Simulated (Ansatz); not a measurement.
# TiO2 (Rutile): the cost of one run

Computed with Ansatz 0.2.0 (DFT PBE, scalar-relativistic, plane waves, PAW, unless a step's input says otherwise).

## 1. The system as given

It takes space group P4_2/mnm (No. 136, tetragonal). Conventional cell: a = 4.592 Å, b = 4.592 Å, c = 2.957 Å, α = 90.00°, β = 90.00°, γ = 90.00°. Around Ti (site symmetry mmm) lie 6 O at 1.95 to 1.98 Å. Around O (site symmetry m2m) lie 3 Ti at 1.95 to 1.98 Å.

Structure file:

```xyz
6
Lattice="4.5922 0.0000 0.0000 0.0000 4.5922 0.0000 0.0000 0.0000 2.9574" Properties=species:S:1:pos:R:3 pbc="T T T"
Ti    0.0000    0.0000    0.0000
Ti    2.2961    2.2961    1.4787
O     1.4004    1.4004    0.0000
O     0.8957    3.6965    1.4787
O     3.1918    3.1918    0.0000
O     3.6965    0.8957    1.4787
```

Source of the structure: the Crystallography Open Database.

(A quick probe on a coarse mesh, which set the mesh and smearing, is not shown.)

## 3. Full relaxation

File input.yaml:

```yaml
crystal:
  lattice:
    - [4.5922, 0.0, 0.0]
    - [0.0, 4.5922, 0.0]
    - [0.0, 0.0, 2.9574]
  atoms:
    - { symbol: Ti, position: [0.0, 0.0, 0.0] }
    - { symbol: Ti, position: [0.5, 0.5, 0.5] }
    - { symbol: O, position: [0.30496, 0.30496, 0.0] }
    - { symbol: O, position: [0.19504, 0.80496, 0.5] }
    - { symbol: O, position: [0.69504, 0.69504, 0.0] }
    - { symbol: O, position: [0.80496, 0.19504, 0.5] }
basis:
  ecutwfc: 420
kpoints:
  mp_grid: { grid: [4, 4, 4] }
hamiltonian:
  xc: pbe
scf:
  occupations: { method: gaussian, width: 0.02 }
output:
  forces: true
  stress: true
  eigenvalues: true
  write_density: true
  write_potential: true
  elf: true
  volumetric_format: npy
relax:
  adjacent_minimum: "off"
  f_tol: 0.005
  max_steps: 80
  cell: { stress_tol: 0.05 }
```

On the command line:

```
ansatz run input.yaml --threads 1 --pin off --max-ram 2560MiB --backend cpu --events-out ev --progress --plain --runs-dir out
```

**Question.** How long does this run take on 1 thread of Intel Xeon 6975P-C (Granite Rapids), shared host, and how much memory does it need?

About 10 s, with a peak of 0.4 GiB.
